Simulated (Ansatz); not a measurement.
## Rb2LiTlCl6, space group Fm-3m: a single point from an input typed as a dict, step by step

Computed with the Python package of Ansatz (0.2.0).

Notebook, run cell by cell (the value of a cell's last expression is shown):

**Cell 1**
```python
import ansatz
import numpy as np
```

**Cell 2**
```python
deck = {
    "crystal": {
        "lattice": [
            [0.0, 5.226793, 5.226793],
            [5.226793, 0.0, 5.226793],
            [5.226793, 5.226793, 0.0],
        ],
        "atoms": [
            {"symbol": "Rb", "position": [0.75, 0.75, 0.75]},
            {"symbol": "Rb", "position": [0.25, 0.25, 0.25]},
            {"symbol": "Li", "position": [0.5, 0.5, 0.5]},
            {"symbol": "Tl", "position": [0.0, 0.0, 0.0]},
            {"symbol": "Cl", "position": [0.749067, 0.250933, 0.250933]},
            {"symbol": "Cl", "position": [0.250933, 0.250933, 0.749067]},
            {"symbol": "Cl", "position": [0.250933, 0.749067, 0.749067]},
            {"symbol": "Cl", "position": [0.250933, 0.749067, 0.250933]},
            {"symbol": "Cl", "position": [0.749067, 0.250933, 0.749067]},
            {"symbol": "Cl", "position": [0.749067, 0.749067, 0.250933]},
        ],
    },
    "kpoints": {"mp_grid": {"grid": [3, 3, 3]}},
    "hamiltonian": {"xc": "pbesol"},
    "scf": {"occupations": {"method": "fixed"}},
    "basis": {"ecutwfc": 420},
    "output": {"stress": True, "eigenvalues": True},
}

result = ansatz.Session.from_dict(deck).plan(threads=1).execute()
report = result.report

report["published_state_doubts"]
```
Output:
```text
[]
```

**Cell 3**
```python
for key in ("converged", "n_iterations", "n_electrons", "n_kpoints", "n_pw", "n_symmetry_ops", "free_energy_ev", "fermi_energy_ev"):
    print(f"{key:18s} {report[key]}")
```
Output:
```text
converged          True
n_iterations       7
n_electrons        76.0
n_kpoints          4
n_pw               5601
n_symmetry_ops     48
free_energy_ev     -24311.89579463729
fermi_energy_ev    1.7559892544567002
```

**Cell 4**
```python
# pressure is a third of the trace
print("pressure by term (GPa)")
for term, tensor in report["stress_terms_gpa"].items():
    if np.any(tensor):
        print(f"  {term:28s} {np.trace(np.array(tensor)) / 3:12.3f}")
print(f"  {'total':28s} {np.trace(np.array(report['stress_gpa'])) / 3:12.3f}")

print("band  energy (eV)  occupation, at k =", report["kpoints_frac"][0])
for band, (e, occ) in enumerate(zip(report["eigenvalues_ev"][0], report["occupations"][0]), start=1):
    print(f"{band:4d} {e:12.4f} {occ:9.4f}")
```
Output:
```text
pressure by term (GPa)
  kinetic                           638.540
  hartree                           245.784
  ewald                            -728.345
  local_pseudopotential            -195.381
  nonlocal_pseudopotential          215.746
  augmentation                       -1.112
  nlcc                             -161.846
  xc                                -15.016
  augmentation_tail                   0.000
  scf_correction                     -0.000
  pulay_correction                    0.009
  total                              -1.620
band  energy (eV)  occupation, at k = [0.0, 0.0, 0.0]
   1     -41.7675    2.0000
   2     -22.5400    2.0000
   3     -22.5371    2.0000
   4     -11.5854    2.0000
   5     -11.1095    2.0000
   6     -11.1095    2.0000
   7     -11.0588    2.0000
   8     -11.0588    2.0000
   9     -11.0588    2.0000
  10      -7.9342    2.0000
  11      -7.9342    2.0000
  12      -7.9342    2.0000
  13      -7.7797    2.0000
  14      -7.7797    2.0000
  15      -6.6624    2.0000
  16      -6.6624    2.0000
  17      -6.6624    2.0000
  18      -6.6291    2.0000
  19      -6.6291    2.0000
  20      -6.6291    2.0000
  21      -3.6852    2.0000
  22      -0.8400    2.0000
  23      -0.8400    2.0000
  24      -0.8400    2.0000
  25       0.2567    2.0000
  26       0.2567    2.0000
  27       0.2567    2.0000
  28       1.1581    2.0000
  29       1.1581    2.0000
  30       1.1581    2.0000
  31       1.3632    2.0000
  32       1.3632    2.0000
  33       1.3632    2.0000
  34       1.4667    2.0000
  35       1.4667    2.0000
  36       1.7560    2.0000
  37       1.7560    2.0000
  38       1.7560    2.0000
  39       3.2004    0.0000
  40       7.1282    0.0000
  41       7.8370    0.0000
  42       7.8370    0.0000
  43       7.8370    0.0000
  44       8.6368    0.0000
  45       8.6579    0.0000
  46       8.6579    0.0000
```

What to keep in mind:
- Total energies depend on the potentials; only differences at equal settings carry meaning. A total without «per atom» is that of the cell as typed.
- With fixed filling the reported Fermi level is the top filled level among the k-points of the SCF.
- The zero of the levels is a convention of the potentials, so an absolute Fermi energy is no work function.
- Pressure is positive in compression.
- This cell is a computed structure, which may not be the phase found in nature.
- Gaps and levels are Kohn-Sham values on a finite set of k-points, without spin-orbit coupling.
- Run time: 4.5 s on 1 thread of Arm Neoverse V1, on a shared host, peak memory 0.54 GiB.

(Lines on the test bed's own set-up are left out of the output.)
